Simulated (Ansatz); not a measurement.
# CH₇ClN₂Zr: ionisation energy by level of theory

The task here is to estimate one member of a computed series from the others.

Computed with Ansatz 0.2.0, Gaussian basis. Level: unrestricted cation, the program's frozen cores in correlated methods.

Plan: UKS PBE-D4/def2-TZVPP; UKS r2SCAN-D4/def2-TZVPP; UKS PBE0-D4/def2-TZVPP; UKS B3LYP-D4/def2-TZVPP; UKS wB97X-V/def2-TZVPP; UKS wB97M-V/def2-TZVPP; UKS B2PLYP/def2-TZVPP; UHF-CCSD(T)/def2-TZVPP; UHF-MP2/def2-QZVPP; extrapolation to the limit; then −ε(HOMO) from the neutral's earlier runs with LDA (SPW92), PBE-D4, revPBE-D4, BLYP-D4, r2SCAN-D4, B97M-V, PBE0-D4, B3LYP-D4, r2SCANh-D4, r2SCAN0-D4, HSE06-D4, BHLYP-D4, CAM-B3LYP-D4, LC-ωPBE, ωB97X-V, ωB97M-V.

### The relaxed structure

An earlier PBE0-D4 in a triple-zeta def2 set relaxation fixed the geometry. Zr takes the def2 core potential; no spin-orbit term is included.

SMILES `[CH3][Zr]([NH2])([NH2])[Cl]`, 12 atoms, charge 0, spin multiplicity 1.

Atoms are counted from 1 here; the program's logs count them from 0.

Bond lengths: C1–Zr2 2.221 Å, C1–H6 1.096 Å, C1–H7 1.097 Å, C1–H8 1.096 Å, Zr2–N3 2.019 Å, Zr2–N4 2.021 Å, Zr2–Cl5 2.377 Å, N3–H9 1.011 Å, N3–H10 1.013 Å, N4–H11 1.010 Å, N4–H12 1.012 Å. Angles: Zr2–C1–H6 111.5°, Zr2–C1–H7 110.2°, Zr2–C1–H8 112.0°, H6–C1–H7 107.9°, H6–C1–H8 107.2°, H7–C1–H8 107.7°, C1–Zr2–N3 107.9°, C1–Zr2–N4 104.3°, C1–Zr2–Cl5 108.9°, N3–Zr2–N4 107.8°, N3–Zr2–Cl5 115.2°, N4–Zr2–Cl5 112.1°, Zr2–N3–H9 127.5°, Zr2–N3–H10 123.6°, H9–N3–H10 108.7°, Zr2–N4–H11 127.3°, Zr2–N4–H12 123.8°, H11–N4–H12 108.7°.

Set-up of the first run:

Contents of in.yaml:

```yaml
crystal:
  periodic: [false, false, false]
  atoms:
    - {symbol: C, position_ang: [-1.431666, 1.105957, 0.263944]}
    - {symbol: Zr, position_ang: [0.418019, 0.102900, -0.446973]}
    - {symbol: N, position_ang: [1.722871, 0.044293, 1.093113]}
    - {symbol: N, position_ang: [-0.161800, -1.792575, -0.839597]}
    - {symbol: Cl, position_ang: [1.199779, 1.218479, -2.394562]}
    - {symbol: H, position_ang: [-1.773042, 0.689927, 1.219246]}
    - {symbol: H, position_ang: [-1.250418, 2.178385, 0.407877]}
    - {symbol: H, position_ang: [-2.256329, 0.999891, -0.449664]}
    - {symbol: H, position_ang: [2.728618, 0.142681, 1.052168]}
    - {symbol: H, position_ang: [1.441757, -0.007126, 2.064663]}
    - {symbol: H, position_ang: [0.121578, -2.632602, -0.355205]}
    - {symbol: H, position_ang: [-0.759368, -2.050219, -1.615012]}
basis:
  gaussian: {orbitals: def2-TZVPP}
total_charge: 1
magnetization: {spin_polarized: true, initial_magnetization: 1}
hamiltonian: {xc: pbe, dispersion: d4}
```

On the command line:

```bash
> ansatz run in.yaml --threads 2 --pin off --events-out ev --progress --plain --max-ram 22528MiB --backend cuda --devices 0, --max-vram 18GiB
```

Among the steps run: Cation, UKS PBE-D4/def2-TZVPP; Cation, UKS r2SCAN-D4/def2-TZVPP; Cation, UKS PBE0-D4/def2-TZVPP; Cation, UKS B3LYP-D4/def2-TZVPP; Cation, UKS wB97X-V/def2-TZVPP; Cation, UKS wB97M-V/def2-TZVPP; Cation, UKS B2PLYP (frozen core)/def2-TZVPP; Cation, UHF-CCSD(T)/def2-TZVPP; Cation, UHF-MP2/def2-QZVPP.

One of the session's tables, all rows but one given; the rest of the session is left out.

For comparison, −ε(HOMO) of the neutral from earlier runs:

| functional | −ε(HOMO) (eV) |
| --- | --- |
| LDA (SPW92) | 6.20 |
| PBE-D4 | 6.05 |
| revPBE-D4 | 5.99 |
| BLYP-D4 | 5.92 |
| r2SCAN-D4 | 6.33 |
| B97M-V | ? |
| PBE0-D4 | 7.39 |
| B3LYP-D4 | 7.15 |
| r2SCANh-D4 | 6.83 |
| r2SCAN0-D4 | 7.58 |
| HSE06-D4 | 6.98 |
| BHLYP-D4 | 8.62 |
| CAM-B3LYP-D4 | 8.80 |
| LC-ωPBE | 10.23 |
| ωB97X-V | 9.85 |
| ωB97M-V | 9.72 |

Estimate the missing values for B97M-V.

**Answer.** −ε(HOMO) (eV): 6.40. In the column «−ε(HOMO) (eV)» it lies between r2SCAN-D4 (6.33) and r2SCANh-D4 (6.83).
